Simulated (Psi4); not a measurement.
# CH6O3Sn (SMILES C[Sn](O)(O)O) at TPSSh/def2-SVP (core potential)

What is the vertical singlet–triplet gap of CH6O3Sn at TPSSh/def2-SVP (core potential)? 

The results are computed with Psi4 1.11.

7 further runs of the same task are left out: 6 that didn't finish, 1 set aside as unsound or not needed. Runs told in other sessions of the task aren't counted.

**1. The system as given**

CH6O3Sn: 11 atoms, total charge 0, spin state singlet. As SMILES, `C[Sn](O)(O)O`. The coordinates come from a PBE0-D4/def2-TZVP relaxation. This is one conformer, not always the lowest.

Bond lengths: C1–Sn2 2.109 Å, Sn2–O3 1.959 Å, Sn2–O4 1.959 Å, Sn2–O5 1.959 Å, C1–H6 1.089 Å, C1–H7 1.089 Å, C1–H8 1.089 Å, O3–H9 0.961 Å, O4–H10 0.961 Å, O5–H11 0.961 Å. Some angles: C1–Sn2–O3 112.6°, C1–Sn2–O4 112.6°, C1–Sn2–O5 112.6°, O3–Sn2–O4 106.2°, O3–Sn2–O5 106.2°, O4–Sn2–O5 106.2°, Sn2–C1–H6 109.0°, Sn2–C1–H7 109.1°, Sn2–C1–H8 109.0°, Sn2–O3–H9 111.8°.

**2. Energy and forces at TPSSh/def2-SVP (core potential)**

Contents of calc.in:

```
memory 2.2 GB

molecule m {
  0 1
  C     -1.634780     0.821450     0.161210
  Sn     0.242220    -0.121540    -0.023890
  O      0.658370    -1.274060     1.505120
  O      1.718000     1.160190    -0.160160
  O      0.358560    -1.259930    -1.614460
  H     -1.512400     1.751180     0.714920
  H     -2.026840     1.031120    -0.832930
  H     -2.314250     0.158830     0.695300
  H      1.532360    -1.093390     1.861260
  H      2.293460     0.964390    -0.904370
  H      0.685300    -2.138250    -1.402000
  units angstrom
  symmetry c1
}

set puream true
set e_convergence 1e-09
set d_convergence 1e-08
set scf_type pk
set dft_radial_points 99
set dft_spherical_points 590

energy_value, wavefunction = gradient('tpssh/def2-SVP', return_wfn=True)
oeprop(wavefunction, 'DIPOLE', 'QUADRUPOLE', 'LOWDIN_CHARGES')
print_variables()
```

The run is started by

```
$ psi4 calc.in calc.out -n 1
```

calc.out:

```text
[...]
    !!!  WARNING: ECP capability is in beta. Please check occupations closely.  !!!
[...]
  Running in c1 symmetry.
[...]
  Nuclear repulsion =  302.222051701947294
[...]
  Multiplicity = 1
[...]
  Nalpha       = 29
  Nbeta        = 29
[...]
    Number of basis functions: 112
[...]
   @RKS iter   1:  -480.76223209364190   -1.36817e+00   1.14558e-02 ADIIS/DIIS
[...]
   @RKS iter  11:  -481.44035546751661   -1.53477e-12   4.47612e-09 DIIS
[...]
    Orbital Energies [Eh]
    ---------------------
    Doubly Occupied:
       1A    -19.044376     2A    -19.044353     3A    -19.044349
       4A    -10.143256     5A     -5.036049     6A     -3.391570
       7A     -3.391570     8A     -3.388557     9A     -1.021541
      10A     -1.021538    11A     -1.003877    12A     -0.997203
      13A     -0.997203    14A     -0.931622    15A     -0.896827
      16A     -0.896824    17A     -0.683566    18A     -0.503147
      19A     -0.445187    20A     -0.445173    21A     -0.405000
      22A     -0.404993    23A     -0.358758    24A     -0.330216
      25A     -0.304716    26A     -0.304695    27A     -0.270762
      28A     -0.270754    29A     -0.264404
[...]
  @RKS Final Energy:  -481.44035546751661
   => Energetics <=
    Nuclear Repulsion Energy =            302.2220517019472936
    One-Electron Energy =               -1344.9794418275803309
    Two-Electron Energy =                 607.9556654354624925
    DFT Exchange-Correlation Energy =     -46.6386307773461368
    Empirical Dispersion Energy =           0.0000000000000000
    VV10 Nonlocal Energy =                  0.0000000000000000
    Total Energy =                       -481.4403554675166674
[...]
  -Total Gradient:
     Atom            X                  Y                   Z
    ------   -----------------  -----------------  -----------------
       1        0.001278959774    -0.000636515386    -0.000121836030
       2        0.006894898568    -0.003458090741    -0.000685297033
       3        0.006341781760     0.010885101722    -0.008128310975
       4       -0.005204339454    -0.012242339496    -0.006985950106
       5        0.002771126386    -0.000619458789     0.014731109740
       6       -0.000743798468    -0.005592571790    -0.003248483380
       7        0.002372488445    -0.001189320360     0.005938139463
       8        0.004035252924     0.003927975585    -0.003249829520
       9       -0.008947311338    -0.002243483471    -0.003342531472
      10       -0.005547217979     0.002331968591     0.007751311169
      11       -0.003290449284     0.008851287170    -0.002647077883
[...]
 Multipole Moments:
 ------------------------------------------------------------------------------------
     Multipole            Electronic (a.u.)      Nuclear  (a.u.)        Total (a.u.)
 ------------------------------------------------------------------------------------
 L = 1.  Multiply by 2.5417464519 to convert [e a0] to [Debye]
 Dipole X            :          0.1799939           -0.2015278           -0.0215339
 Dipole Y            :         -0.0876880            0.0980447            0.0103567
 Dipole Z            :         -0.0190834            0.0208691            0.0017858
 Magnitude           :                                                    0.0239616
 L = 2.  Multiply by 1.3450342976 to convert [e a0^2] to [Debye ang]
 Quadrupole XX       :       -248.9600219          217.1842664          -31.7757556
 Quadrupole XY       :         21.4394419          -24.5942047           -3.1547628
[...]
```

Run time: 48 s. Hardware: 1 thread of Intel Xeon 6975P-C (Granite Rapids), shared host; peak memory 0.9 GiB.

**3. The triplet: a single-point energy at UTPSSh/def2-SVP (core potential)**

Contents of calc.in:

```
memory 2200 MB

molecule mol {
  0 3
  C     -1.634780     0.821450     0.161210
  Sn     0.242220    -0.121540    -0.023890
  O      0.658370    -1.274060     1.505120
  O      1.718000     1.160190    -0.160160
  O      0.358560    -1.259930    -1.614460
  H     -1.512400     1.751180     0.714920
  H     -2.026840     1.031120    -0.832930
  H     -2.314250     0.158830     0.695300
  H      1.532360    -1.093390     1.861260
  H      2.293460     0.964390    -0.904370
  H      0.685300    -2.138250    -1.402000
  symmetry c1
  no_reorient
  no_com
}

set {
  reference uks
  puream true
  e_convergence 1e-09
  d_convergence 1e-08
  scf_type pk
  dft_radial_points 99
  dft_spherical_points 590
  maxiter 100
}

result = energy("tpssh/def2-SVP")
```

The run is started by

```
$ psi4 calc.in calc.out -n 1
```

calc.out:

```text
[...]
    !!!  WARNING: ECP capability is in beta. Please check occupations closely.  !!!
[...]
  Running in c1 symmetry.
[...]
  Nuclear repulsion =  302.222051701947294
[...]
  Multiplicity = 3
[...]
  Nalpha       = 30
  Nbeta        = 28
[...]
    Number of basis functions: 112
[...]
   @UKS iter   1:  -480.60578199406245   -1.21317e+00   1.06184e-02 DIIS/ADIIS
[...]
   @UKS iter  23:  -481.24116161807660   -1.98952e-12   8.89971e-09 DIIS
[...]
   @S^2 Observed:                2.008788350E+00
[...]
    Orbital Energies [Eh]
    ---------------------
    Alpha Occupied:
       1A    -19.069914     2A    -19.069894     3A    -19.069876
       4A    -10.140931     5A     -5.020566     6A     -3.374917
       7A     -3.374916     8A     -3.374734     9A     -1.016627
      10A     -1.016619    11A     -0.996027    12A     -0.982844
      13A     -0.982843    14A     -0.955553    15A     -0.916958
      16A     -0.916951    17A     -0.694346    18A     -0.516815
      19A     -0.462841    20A     -0.462825    21A     -0.410371
      22A     -0.410365    23A     -0.381478    24A     -0.351298
      25A     -0.339412    26A     -0.339388    27A     -0.305139
      28A     -0.302124    29A     -0.302107    30A     -0.071541
    Alpha Virtual:
[...]
  @UKS Final Energy:  -481.24116161807660
   => Energetics <=
    Nuclear Repulsion Energy =            302.2220517019472936
    One-Electron Energy =               -1344.5970676325669046
    Two-Electron Energy =                 607.7266795327193449
    DFT Exchange-Correlation Energy =     -46.5928252201763087
    Empirical Dispersion Energy =           0.0000000000000000
    VV10 Nonlocal Energy =                  0.0000000000000000
    Total Energy =                       -481.2411616180766032
  UHF NO Occupations:
  HONO-2 :   28  A 1.9985507
  HONO-1 :   29  A 1.0000000
[...]
 Multipole Moments:
 ------------------------------------------------------------------------------------
     Multipole            Electronic (a.u.)      Nuclear  (a.u.)        Total (a.u.)
 ------------------------------------------------------------------------------------
 L = 1.  Multiply by 2.5417464519 to convert [e a0] to [Debye]
 Dipole X            :        -30.3050925           30.3437670            0.0386745
 Dipole Y            :         15.2145308          -15.2344051           -0.0198743
 Dipole Z            :          2.9857717           -2.9898113           -0.0040396
 Magnitude           :                                                    0.0436695
[...]
```

Wall time 1.8 min (1 thread of Intel Xeon 6975P-C (Granite Rapids), shared host); peak memory 0.92 GiB.

**4. What came out**

At TPSSh/def2-SVP (core potential):

```
                                        quantity          value
                           singlet: total energy  -481.44036 Eh
                          singlet: dipole moment         0.06 D
                            singlet: HOMO energy       -7.19 eV
                            singlet: LUMO energy       -0.80 eV
                          singlet: HOMO–LUMO gap        6.40 eV
               singlet: largest force on an atom     0.773 eV/Å
                           triplet: total energy  -481.24116 Eh
                          triplet: dipole moment         0.11 D
     triplet: HOMO energy (highest over α and β)       -1.95 eV
                                   triplet: ⟨S²⟩          2.009
vertical energy of the triplet above the singlet       5.420 eV
```

**Reading.** At this shape the triplet lies 5.42 eV (125 kcal/mol) above the singlet. The largest force (singlet) is 0.77 eV/Å: the shape isn't a stationary point for this species at this level. With no_com the log's rotational constants are taken about the origin, not the centre of mass, so they aren't the molecule's.
